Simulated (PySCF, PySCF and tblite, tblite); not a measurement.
# B₃N₂H₇: a path driven as rotation about a bond, and NMR exchange

Aim: the barrier and rate of rotation about a bond in B₃N₂H₇ (`BB(N)BN`), and what it does to NMR lines.

Programs: PySCF 2.14.0 with density-fitted response routines of our own, and tblite 0.8.0. All values are computed, except where a source is named. Atoms count from 0 throughout.

## 1. The starting structure

12 atoms, charge 0, multiplicity 1; geometry from: force field or distance geometry start.

Bonds of the start (Å): B0–B1 1.65, B0–H5 1.19, B0–H6 1.18, B1–B3 1.66, B1–N2 1.51, B3–H9 1.19, B3–N4 1.52, N2–H7 1.05, N2–H8 1.05, N4–H10 1.04, N4–H11 1.05.

## 2. GFN2-xTB relaxation, start minimum

What the job is given:

```
{"job": {"xc": "GFN2-xTB", "basis": "xTB", "kind": "relax"}, "charge": 0, "multiplicity": 1}
B     -1.649900     1.008900     0.630200
B     -0.389300     0.283100    -0.154400
N     -0.495300    -0.136100    -1.602700
B      0.980800    -0.110300     0.703800
N      2.140400    -0.824100     0.031000
H     -2.654600     1.254100     0.033800
H     -1.577000     1.293900     1.772400
H     -0.879600     0.689000    -2.130200
H     -1.215300    -0.895100    -1.654700
H      1.058500     0.179000     1.858300
H      2.883200    -0.969300     0.740100
H      1.799300    -1.773800    -0.253700
```

On the command line:

```
$ OMP_NUM_THREADS=1 python ens_run.py task.json out
```

This one command runs the whole study; its stages follow in the order run.

Output:

```text
step      E/eV     max force
  0    -354.21630    3.153
  1    -354.51596    2.163
  2    -354.71008    1.842
  3    -354.82538    1.367
  4    -355.09464    3.046
  5    -355.20582    1.084
  6    -355.28861    0.945
  7    -355.36626    0.797
  8    -355.39682    0.751
  9    -355.46494    0.859
 10    -355.56595    1.372
 11    -355.67588    1.473
 12    -355.80596    1.172
 13    -355.88348    1.074
 14    -355.92728    1.789
 15    -355.91156    2.023
 16    -356.02797    0.526
 17    -356.05768    0.491
 18    -356.14821    0.831
 19    -356.18164    0.579
 20    -356.23268    0.453
 21    -356.25153    0.414
 22    -356.26375    0.389
 23    -356.27558    0.207
 24    -356.27976    0.121
 25    -356.28138    0.093
 26    -356.28257    0.103
 27    -356.28397    0.097
 28    -356.28535    0.102
 29    -356.28656    0.097
 30    -356.28738    0.087
 31    -356.28817    0.091
 32    -356.28917    0.105
 33    -356.29054    0.119
 34    -356.29161    0.119
 35    -356.29247    0.100
 36    -356.29346    0.087
 37    -356.29491    0.094
 38    -356.29658    0.099
 39    -356.29795    0.093
 40    -356.29898    0.075
 41    -356.29993    0.083
 42    -356.30085    0.092
 43    -356.30167    0.074
 44    -356.30234    0.074
 45    -356.30295    0.072
 46    -356.30366    0.071
 47    -356.30445    0.067
 48    -356.30519    0.082
 49    -356.30590    0.084
 50    -356.30664    0.071
 51    -356.30733    0.065
 52    -356.30786    0.056
 53    -356.30839    0.076
 54    -356.30914    0.105
 55    -356.31042    0.134
 56    -356.31255    0.192
 57    -356.31572    0.228
 58    -356.32060    0.230
 59    -356.32855    0.307
 60    -356.34219    0.396
 61    -356.35028    0.663
 62    -356.37249    1.062
 63    -356.39802    0.795
 64    -356.41435    0.673
 65    -356.44389    0.323
 66    -356.44695    0.923
 67    -356.47312    0.453
 68    -356.48771    0.266
 69    -356.49167    0.213
 70    -356.49749    0.215
 71    -356.50416    0.235
 72    -356.51025    0.225
 73    -356.51725    0.233
 74    -356.52693    0.411
 75    -356.52993    0.424
 76    -356.53958    0.279
 77    -356.54445    0.152
 78    -356.54975    0.159
 79    -356.55538    0.176
 80    -356.56344    0.273
 81    -356.57244    0.299
 82    -356.57534    0.302
 83    -356.58317    0.209
 84    -356.58533    0.182
 85    -356.58833    0.101
 86    -356.58971    0.100
 87    -356.59168    0.091
 88    -356.59353    0.149
 89    -356.59621    0.139
 90    -356.59867    0.154
 91    -356.60068    0.185
 92    -356.60223    0.140
 93    -356.60403    0.086
 94    -356.60559    0.079
 95    -356.60659    0.062
 96    -356.60707    0.054
 97    -356.60748    0.055
 98    -356.60806    0.050
 99    -356.60879    0.058
100    -356.60956    0.058
101    -356.61029    0.065
102    -356.61105    0.078
103    -356.61199    0.094
104    -356.61322    0.100
105    -356.61488    0.111
106    -356.61706    0.116
107    -356.61967    0.118
108    -356.62230    0.127
109    -356.62436    0.104
110    -356.62560    0.085
111    -356.62640    0.120
112    -356.62729    0.123
113    -356.62835    0.096
114    -356.63071    0.117
115    -356.63329    0.117
116    -356.63876    0.159
117    -356.64309    0.232
118    -356.64759    0.208
119    -356.61040    1.316
120    -356.65171    0.347
121    -356.65279    0.140
122    -356.65464    0.088
123    -356.65641    0.194
124    -356.65762    0.098
125    -356.65873    0.083
126    -356.66072    0.141
127    -356.66170    0.149
128    -356.66337    0.160
129    -356.66514    0.121
130    -356.66643    0.219
131    -356.66991    0.146
132    -356.67270    0.088
133    -356.67472    0.099
134    -356.67582    0.091
135    -356.67702    0.147
136    -356.67772    0.107
137    -356.67841    0.087
138    -356.67888    0.103
139    -356.67906    0.057
140    -356.67925    0.038
141    -356.67944    0.033
142    -356.67955    0.032
143    -356.67963    0.023
144    -356.67966    0.012
145    -356.67968    0.011
146    -356.67970    0.009
147    -356.67971    0.010
148    -356.67973    0.013
149    -356.67976    0.019
150    -356.67979    0.022
151    -356.67982    0.024
152    -356.67986    0.022
153    -356.67990    0.018
154    -356.67994    0.020
155    -356.67998    0.016
156    -356.68000    0.008
157    -356.68001    0.008
158    -356.68001    0.007
159    -356.68002    0.006
160    -356.68002    0.005
161    -356.68003    0.005
162    -356.68003    0.007
163    -356.68003    0.005
164    -356.68003    0.003
```

Run time: 0.6 s. Hardware: 1 thread of Arm Neoverse V1, shared host.

Relaxing gained 2.464 eV and moved the atoms by 1.18 Å on average (rms).

## 3. Relaxed scan, rotation

What the job is given:

```
{"job": {"xc": "GFN2-xTB", "basis": "xTB", "coordinate": [["t", [1, 3, 4, 10], 0.25], ["t", [1, 3, 4, 11], 0.25], ["t", [9, 3, 4, 10], 0.25], ["t", [9, 3, 4, 11], 0.25]], "kind": "drive"}, "charge": 0, "multiplicity": 1}
B     -1.585586     0.604154     0.708899
B     -0.383207     0.422324    -0.374610
N     -0.418413     0.546033    -1.762859
B      1.070216     0.015968     0.384267
N      1.352605    -1.285851     0.771045
H     -2.226463    -0.305920     1.096478
H     -1.773237     1.607837     1.294917
H     -1.241901     0.797584    -2.286464
H      0.379930     0.415387    -2.363594
H      1.909419     0.809508     0.636450
H      2.199239    -1.572205     1.237043
H      0.718598    -2.055505     0.632399
```

Output:

```text
point  coordinate     E/eV
  0     13.900     -356.62998
  1     28.100     -356.48568
  2     42.500     -356.25876
  3     57.500     -355.98246
  4     73.500     -355.75002
  5     89.800     -355.65805
  6    106.200     -355.73507
  7    122.200     -355.97205
  8    137.200     -356.25276
  9    151.600     -356.48306
 10    165.800     -356.62773
 11    179.800     -356.67653
```

Wall time 1.4 s (1 thread of Arm Neoverse V1, shared host).

The highest point is number 5, 22.4 kcal/mol above the first.

## 4. Nudged elastic band, leg 1

Changed since step 3:

```diff
@@ -1,2 +1,2 @@
-{"job": {"xc": "GFN2-xTB", "basis": "xTB", "coordinate": [["t", [1, 3, 4, 10], 0.25], ["t", [1, 3, 4, 11], 0.25], ["t", [9, 3, 4, 10], 0.25], ["t", [9, 3, 4, 11], 0.25]], "kind": "drive"}, "charge": 0, "multiplicity": 1}
+{"job": {"xc": "GFN2-xTB", "basis": "xTB", "kind": "neb"}, "charge": 0, "multiplicity": 1}
 B     -1.585586     0.604154     0.708899
```

Output:

```text
image   E - E0 / eV
  0       0.0000
  1       0.1291
  2       0.7138
  3       1.0220
  4       0.4645
  5       0.0373
  6       0.0000
```

Run time: 1.2 s. Hardware: 1 thread of Arm Neoverse V1, shared host; peak memory 0.19 GiB.

The highest point is number 3, 23.6 kcal/mol above the first.

## 5. Saddle search, leg 1

What the job is given:

```
{"job": {"xc": "GFN2-xTB", "basis": "xTB", "kind": "saddle"}, "charge": 0, "multiplicity": 1}
B     -1.464854     0.601748     0.787124
B     -0.342543     0.402777    -0.379479
N     -0.487613     0.510633    -1.760772
B      1.146018     0.034307     0.319354
N      1.540563    -1.273369     0.874022
H     -2.096557    -0.305787     1.193481
H     -1.590486     1.597620     1.399519
H     -1.348342     0.769868    -2.216367
H      0.256850     0.369653    -2.425046
H      1.969068     0.876801     0.438273
H      0.891357    -1.574751     1.592405
H      1.526537    -2.009499     0.177488
```

Output:

```text
step      E/eV     max force
  0    -355.65800   0.0251
  1    -355.66260   0.0661
  2    -355.66061   0.0226
  3    -355.66260   0.0302
  4    -355.66387   0.0483
  5    -355.66443   0.0397
  6    -355.66462   0.0036
lowest wavenumbers (cm-1): -632.6 77.0 140.3 172.3 235.7 264.8
```

It took 1.4 s on 1 thread of Arm Neoverse V1, shared host; peak memory 0.19 GiB.

Point group C1; 1 imaginary mode, 633i cm⁻¹, carried by H11, H10, H9. Steps downhill from it reached both ends.

## 6. Saddle search, other pyramid

What the job is given:

```
{"job": {"xc": "GFN2-xTB", "basis": "xTB", "kind": "saddle"}, "charge": 0, "multiplicity": 1}
B     -1.466214     0.658349     0.802302
B     -0.335785     0.415646    -0.348391
N     -0.476150     0.442722    -1.734075
B      1.140407     0.067478     0.377560
N      1.540344    -1.289729     0.795055
H     -2.053233    -0.231427     1.303025
H     -1.642404     1.704985     1.308235
H     -1.341264     0.651130    -2.206742
H      0.276392     0.289012    -2.386276
H      1.930501     0.909589     0.634208
H      2.413264    -1.556421     0.352832
H      1.721898    -1.346205     1.791096
```

Output:

```text
step      E/eV     max force
  0    -355.62948   0.3600
  1    -355.64274   0.1007
  2    -355.64486   0.0372
  3    -355.64509   0.0161
  4    -355.64510   0.0030
lowest wavenumbers (cm-1): -620.9 75.4 143.0 185.6 238.6 261.8
```

Run time: 1.2 s. Hardware: 1 thread of Arm Neoverse V1, shared host; peak memory 0.19 GiB.

Point group C1; 1 imaginary mode, 621i cm⁻¹, carried by H10, H11, H9. Steps downhill from it reached both ends.

## 7. DFT refinement, start: PBE0-D3(BJ)/def2-SVP

What the job is given:

```
{"job": {"xc": "PBE0", "basis": "def2-SVP", "kind": "refine"}, "charge": 0, "multiplicity": 1}
B     -1.585586     0.604154     0.708899
B     -0.383207     0.422324    -0.374610
N     -0.418413     0.546033    -1.762859
B      1.070216     0.015968     0.384267
N      1.352605    -1.285851     0.771045
H     -2.226463    -0.305920     1.096478
H     -1.773237     1.607837     1.294917
H     -1.241901     0.797584    -2.286464
H      0.379930     0.415387    -2.363594
H      1.909419     0.809508     0.636450
H      2.199239    -1.572205     1.237043
H      0.718598    -2.055505     0.632399
```

Output:

```text
step      E/eV     max force
  0     -5113.61917   0.9457
  1     -5113.70511   0.1269
  2     -5113.71152   0.1976
  3     -5113.71469   0.2689
  4     -5113.71927   0.1771
  5     -5113.72438   0.1438
  6     -5113.72508   0.3350
  7     -5113.72575   0.1206
  8     -5113.72696   0.1343
  9     -5113.72734   0.0956
 10     -5113.72745   0.1081
 11     -5113.72763   0.0141
```

It took 60 s on 1 thread of Arm Neoverse V1, shared host; peak memory 0.53 GiB.

Gain 0.108 eV; displacement 0.32 Å root mean square.

**DFT refinement, saddle of leg 1: PBE0-D3(BJ)/def2-SVP**

What the job is given:

```
{"job": {"xc": "PBE0", "basis": "def2-SVP", "kind": "refine"}, "charge": 0, "multiplicity": 1}
B     -1.466214     0.658349     0.802302
B     -0.335785     0.415646    -0.348391
N     -0.476150     0.442722    -1.734075
B      1.140407     0.067478     0.377560
N      1.540344    -1.289729     0.795055
H     -2.053233    -0.231427     1.303025
H     -1.642404     1.704985     1.308235
H     -1.341264     0.651130    -2.206742
H      0.276392     0.289012    -2.386276
H      1.930501     0.909589     0.634208
H      0.860916    -1.679661     1.439265
H      1.566491    -1.938094     0.015833
```

Output:

```text
step      E/eV     max force
  0     -5112.17999   0.9935
  1     -5112.28048   0.2333
  2     -5112.28618   0.1449
  3     -5112.28578   0.1302
  4     -5112.28709   0.0357
  5     -5112.28617   0.1730
  6     -5112.28734   0.0457
  7     -5112.28737   0.0333
  8     -5112.28740   0.0081
```

It took 45 s on 1 thread of Arm Neoverse V1, shared host; peak memory 0.53 GiB.

Gain 0.107 eV; displacement 0.07 Å root mean square.

**DFT refinement: PBE0-D3(BJ)/def2-SVP**

What the job is given:

```
{"job": {"xc": "PBE0", "basis": "def2-SVP", "kind": "refine"}, "charge": 0, "multiplicity": 1}
B     -1.444079     0.650902     0.802618
B     -0.315561     0.391426    -0.355141
N     -0.478874     0.448517    -1.735828
B      1.153267     0.072121     0.379424
N      1.543397    -1.291519     0.784088
H     -2.078846    -0.222201     1.266268
H     -1.584306     1.694627     1.326387
H     -1.354252     0.654479    -2.189960
H      0.253296     0.262685    -2.401972
H      1.892703     0.966679     0.664261
H      2.425493    -1.562230     0.363151
H      1.695518    -1.350358     1.785534
```

Output:

```text
step      E/eV     max force
  0     -5112.18390   0.9887
  1     -5112.28408   0.2262
  2     -5112.28575   0.1216
  3     -5112.28647   0.0456
  4     -5112.28679   0.0561
  5     -5112.28680   0.0343
  6     -5112.28676   0.0356
  7     -5112.28680   0.0163
  8     -5112.28684   0.0084
```

Wall time 44 s (1 thread of Arm Neoverse V1, shared host); peak memory 0.53 GiB.

The energy fell by 0.103 eV, and the atoms moved 0.05 Å (root mean square).

(Part 1 of 2 ends here.)
